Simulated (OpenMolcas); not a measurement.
**A OpenMolcas job on GaCNCl2 (SMILES N#[C][Ga]([Cl])[Cl])**

Aim: the energy of GaCNCl2.

The calculation is run with OpenMolcas 26.06.

## 1. The system as given

GaCNCl2 has 5 atoms, charge 0, and is taken as a singlet. SMILES: `N#[C][Ga]([Cl])[Cl]`. Geometry: relaxed at PBE0-D4/def2-TZVP.

Bond lengths: N1–C2 1.152 Å, C2–Ga3 1.918 Å, Ga3–Cl4 2.106 Å, Ga3–Cl5 2.106 Å. Angles: N1–C2–Ga3 180.0°, C2–Ga3–Cl4 119.8°, C2–Ga3–Cl5 119.8°, Cl4–Ga3–Cl5 120.5°.

## 2. The run

step17.input reads:

```
&GATEWAY
  BasisSet
  N.ANO-S-VDZ....
  N1 0.909600 -1.318100 1.914000 angstrom
  End of Basis
  BasisSet
  C.ANO-S-VDZ....
  C2 0.493500 -0.715000 1.025200 angstrom
  End of Basis
  BasisSet
  Ga.ANO-S-VDZ....
  Ga3 -0.199400 0.288700 -0.455700 angstrom
  End of Basis
  BasisSet
  Cl.ANO-S-VDZ....
  Cl4 -1.735500 -0.526200 -1.643200 angstrom
  Cl5 0.581700 2.197000 -0.881800 angstrom
  End of Basis
  RICD

&SEWARD

&RASSCF
  FileOrb
  $CurrDir/step2.RasOrb
  Spin
  1
  Nactel
  4 0 0
  Inactive
  37
  Ras2
  5
  OrbListing
  Nothing

&CASPT2
```

Launch:

```bash
$ export MOLCAS_MEM=2
$ pymolcas step17.input > step17.log
```

The program printed:

```text
--- Start Module: gateway ---

                                              &GATEWAY

                       available to each process: 2.0 MB of memory, 1 thread

---------------------------------------------------------------------------------------------
  Nr.	 Label		Type		Offset		Length	   Atime	  Address
---------------------------------------------------------------------------------------------
  1	FILETABL    	CHAR	-40083012469336	       26929           5	[0x5555765210b0]
  2	DBSC        	CHAR	    -297833208	     1456001          58	[0x79c9f249c010]
---------------------------------------------------------------------------------------------
Maximal available memory for Molcas = 517070
 ?mma_allo_?D: error: out-of-memory
 label: Shells
  available (kB):          517
  required  (kB):          792

--- Stop Module: gateway /rc=-6 ---

.########################.
.# Non-zero return code #.
.########################.

    Timing: Wall=0.05 User=0.04 System=0.01
```

Wall time 0.3 s (1 thread of Intel Xeon Platinum 8259CL at 2.50GHz (Skylake/Cascade Lake), shared host); peak memory 0.084 GiB.

## 3. What went wrong

The job broke off with an error.

The log says `?mma_allo_?D: error: out-of-memory`. The cause is that too little memory is allowed.
